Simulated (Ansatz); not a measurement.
Geometry optimisation, Ansatz, DFT PBE-D3(BJ), scalar-relativistic, plane waves, PAW.

The input (input.yaml):

```yaml
crystal:
  lattice:
    - [-3.605, -6.244043, 0.0]
    - [5.4075, -3.122022, 0.0]
    - [0.0, 0.0, 5.46]
  atoms:
    - { symbol: Sn, position: [0.74999999, 0.49999999, 0.0] }
    - { symbol: S, position: [0.49999998, 0.66666665, 0.729] }
    - { symbol: S, position: [0.49999999, 0.33333333, 0.271] }
    - { symbol: Sn, position: [0.50000001, 1.0e-08, 0.0] }
    - { symbol: S, position: [0.25, 0.16666666, 0.729] }
    - { symbol: S, position: [0.24999996, 0.83333331, 0.271] }
    - { symbol: Sn, position: [0.24999998, 0.49999999, 0.0] }
    - { symbol: S, position: [-3.0e-08, 0.66666664, 0.729] }
    - { symbol: S, position: [-2.0e-08, 0.33333332, 0.271] }
    - { symbol: Sn, position: [0.0, 0.0, 0.0] }
    - { symbol: S, position: [0.75000001, 0.16666667, 0.729] }
    - { symbol: S, position: [0.74999997, 0.83333331, 0.271] }
    - { symbol: F, position: [0.25704329, 0.49771053, 0.40761379], spin: 1.0 }
magnetization:
  spin_polarized: true
basis:
  ecutwfc: 420.0
kpoints:
  mp_grid: { grid: [2, 2, 3] }
hamiltonian:
  xc: pbe
  dispersion: d3bj
scf:
  occupations: { method: gaussian, width: 0.05 }
  lower_state_search: "off"
relax:
  f_tol: 0.03
  max_steps: 60
  adjacent_minimum: "off"
output:
  write_density: true
  write_potential: true
  elf: true
  volumetric_format: npy
```

Command:

```bash
$ ansatz run input.yaml --threads 2 --pin off --max-ram 5120MiB --backend cpu --events-out ev --progress --plain --runs-dir out
```

Q: Where does it end, and by what steps?

A: The run converged. Limits of this set-up: coarse k mesh, a small cell, in which the defect meets its images, a typed lattice constant that wasn't relaxed here. After 5 steps the energy has fallen by 0.728 eV; F13 moved furthest, 0.37 Å.

```json
{"step": "0", "energy less start (eV)": "0.0000", "largest force component (eV/Å)": "2.248", "accepted": "yes"}
{"step": "1", "energy less start (eV)": "-0.4887", "largest force component (eV/Å)": "0.858", "accepted": "yes"}
{"step": "2", "energy less start (eV)": "-0.6465", "largest force component (eV/Å)": "0.333", "accepted": "yes"}
{"step": "3", "energy less start (eV)": "-0.7165", "largest force component (eV/Å)": "0.195", "accepted": "yes"}
{"step": "4", "energy less start (eV)": "-0.7271", "largest force component (eV/Å)": "0.047", "accepted": "yes"}
{"step": "5", "energy less start (eV)": "-0.7284", "largest force component (eV/Å)": "0.028", "accepted": "yes"}
```

```xyz
13
Lattice="-3.6050 -6.2440 0.0000 5.4075 -3.1220 0.0000 0.0000 0.0000 5.4600" Properties=species:S:1:pos:R:3
Sn 0.005 -6.252 -0.144
S 1.836 -5.189 3.986
S -0.104 -4.266 1.393
Sn -1.836 -3.170 -0.049
S 0.014 -2.093 4.030
S 3.717 -4.230 1.447
Sn 1.802 -3.127 0.166
S 3.604 -2.124 3.987
S 1.836 -0.907 1.395
Sn 0.023 0.046 -0.051
S -1.831 -5.189 3.854
S 1.762 -7.267 1.461
F 1.751 -3.100 2.592
```

Whether the end is a true minimum wasn't checked by a vibrational analysis.

The run took 42 s on 2 threads of AMD EPYC 9R45 96-Core Processor (Zen 5), with other jobs on the host, peak memory 0.76 GiB.
